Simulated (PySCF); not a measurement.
# C5H12Si2: the cost of one run

Computed with PySCF 2.14.0, with density-fitted response routines of our own, on a single molecule in the gas phase. Atoms count from 0, in the outputs and in this text.

## Step 1: Starting geometry

19 atoms, charge 0, multiplicity 1; geometry from: GFN2-xTB.

Bonds of the start (Å): Si0–C1 1.90, C1–Si2 1.90, Si2–C3 1.91, C3–C4 1.50, C4–C5 1.32, C5–C6 1.50, C6–Si2 1.91, Si0–H7 1.46, Si0–H8 1.46, Si0–H9 1.47, C1–H10 1.09, C1–H11 1.09, Si2–H12 1.47, C3–H13 1.09, C3–H14 1.09, C4–H15 1.08, C5–H16 1.08, C6–H17 1.09, C6–H18 1.09.

## Step 2: Excited states and response: B3LYP/def2-SVPD

What the job is given:

```
{"job": {"kind": "uv", "xc": "B3LYP", "basis": "def2-SVPD", "nstates": 8, "ntriplets": 3}, "charge": 0, "multiplicity": 1}
Si     3.008973    -0.304541    -0.148947
C      1.512645     0.861800    -0.112553
Si    -0.085754     0.136332    -0.839021
C     -1.629333     1.219272    -0.523215
C     -2.520229     0.349006     0.311398
C     -2.113821    -0.865845     0.635167
C     -0.772946    -1.337990     0.158817
H      2.741604    -1.496866     0.658194
H      3.289178    -0.700983    -1.529538
H      4.180938     0.385028     0.402106
H      1.762721     1.767868    -0.663285
H      1.331436     1.173130     0.916690
H      0.078768    -0.181516    -2.267456
H     -1.416219     2.148686     0.008621
H     -2.148280     1.506337    -1.438847
H     -3.475784     0.743986     0.628150
H     -2.712952    -1.536687     1.235603
H     -0.150795    -1.613354     1.012577
H     -0.889952    -2.244410    -0.436760
```

Method: TDDFT B3LYP/def2-SVPD, vertical, gas phase, core orbitals frozen in the response.

Started as:

```
> OMP_NUM_THREADS=1 python probes_run.py task.json out
```

The driver reads the jobs from task.json and runs them one after another.

**Question.** How long does this job take on 1 thread of Arm Neoverse V1, shared host, and how much memory does it need?

About 61 s, with a peak of 1.1 GiB.
